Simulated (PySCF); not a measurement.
# Nd(NO2)3: other functionals and bases at one geometry

One table from this session's results is given with a row withheld; the runs are named, their logs left out.

Program: PySCF 2.14.0. Level of theory: several levels, as the steps say, no spin–orbit coupling. These are calculated values, not measurements.

5 further runs of the same task are left out: 2 for a known fault of the program, 3 that didn't finish.

### The starting structure

10 atoms, charge 0, spin multiplicity 1.

Bond lengths: Nd1–O2 2.411 Å, Nd1–O3 2.411 Å, Nd1–N4 2.874 Å, Nd1–O5 2.411 Å, Nd1–O6 2.411 Å, Nd1–N7 2.874 Å, Nd1–O8 2.411 Å, Nd1–O9 2.411 Å, Nd1–N10 2.874 Å, O2–N4 1.265 Å, O3–N4 1.265 Å, O5–N7 1.265 Å, O6–N7 1.265 Å, O8–N10 1.265 Å, O9–N10 1.265 Å. Angles: O2–Nd1–O3 51.7°, O2–Nd1–N4 25.8°, O2–Nd1–O5 102.4°, O2–Nd1–O6 126.5°, O2–Nd1–N7 116.7°, O2–Nd1–O8 102.4°, O2–Nd1–O9 126.5°, O2–Nd1–N10 116.7°, O3–Nd1–N4 25.8°, O3–Nd1–O5 126.5°, O3–Nd1–O6 102.4°, O3–Nd1–N7 116.7°, O3–Nd1–O8 126.5°, O3–Nd1–O9 102.4°, O3–Nd1–N10 116.7°, N4–Nd1–O5 116.7°, N4–Nd1–O6 116.7°, N4–Nd1–N7 120.0° and more.

As a file:

```
Nd    0.0000    0.0000    0.0000
O     2.1698    0.0000    1.0511
O     2.1698    0.0000   -1.0511
N     2.8737    0.0000    0.0000
O    -1.0849    1.8791    1.0511
O    -1.0849    1.8791   -1.0511
N    -1.4368    2.4887    0.0000
O    -1.0849   -1.8791    1.0511
O    -1.0849   -1.8791   -1.0511
N    -1.4368   -2.4886    0.0000
```

Formal oxidation states: Nd +3. Each metal's 3 4f electrons lie in its core potential, so multiplicities, spins and levels count the valence alone. An earlier session relaxed this geometry at r2SCAN, Nd lcecp-1-SVP with ECP49, O def2-SVP, N def2-SVP (singlet, point group D3h).

At r2SCAN on the finer grid: E = -648.735643 Eh, HOMO -7.34 eV, LUMO -4.21 eV, Mulliken charge on Nd1 +1.28 e, largest force component 0.080 eV/Å. 

Levels to run: CAM-B3LYP; M06-L; BLYP; revPBE. Hardware: 4 threads of AMD EPYC, shared host.

The first run:

run.py (the lines that set the calculation)

```python
mol = gto.M(atom='''
Nd     0.00000     0.00000     0.00000
O      2.16984     0.00000     1.05110
O      2.16984     0.00000    -1.05110
N      2.87365     0.00000     0.00000
O     -1.08492     1.87914     1.05110
O     -1.08492     1.87914    -1.05110
N     -1.43682     2.48866     0.00000
O     -1.08493    -1.87914     1.05110
O     -1.08493    -1.87914    -1.05110
N     -1.43683    -2.48865     0.00000''',
    basis={'Nd': 'lcecp-1-SVP', 'O': 'def2-SVP', 'N': 'def2-SVP'},
    ecp={'Nd': 'lcecp-1-SVP'},
    charge=0, spin=0)
mf = dft.RKS(mol, xc='CAMB3LYP')
mf.grids.atom_grid = (75, 302)  # f atoms: unpruned, at least (60, 302)
mf = mf.density_fit()  # fitting sets: Nd AutoAux, O def2-universal-JKFIT, N def2-universal-JKFIT
mf.conv_tol = 1e-08; mf.max_cycle = 55
mf.kernel(dm0)  # dm0: the density of the relaxed state
```

Run with:

```
OMP_NUM_THREADS=4 python run.py
```

Steps of the session up to this table: CAM-B3LYP; M06-L; BLYP; revPBE.

One table of the session follows, with a row left open; its other results are not shown here.

```
                level  HOMO (eV)  gap (eV)  charge on Nd1 (e)  largest force component (eV/Å)
r2SCAN (relaxed here)      -7.34      3.13               1.28                            0.08
            CAM-B3LYP     -10.13      8.07               1.26                            0.66
                M06-L      -7.28      3.18               1.46                            0.17
                 BLYP      -6.78      2.71               1.02                            1.21
               revPBE          ?         ?                  ?                               ?
```

Q: Estimate the row for revPBE from the others.

**Answer.** HOMO (eV): -6.86; gap (eV): 2.75; charge on Nd1 (e): 1.10; largest force component (eV/Å): 0.94. In the column «HOMO (eV)» it lies between M06-L (-7.28) and BLYP (-6.78).

In one basis the HOMO–LUMO gap runs from 2.71 eV (BLYP) to 8.07 eV (CAM-B3LYP). The largest leftover force, 1.21 eV/Å with BLYP, stands at a geometry relaxed at another level. With 4f in the core, its levels are missing from HOMO and gap, and its count is fixed, so no charge can pass from the ligands into it. Total energies of different levels can't be compared.
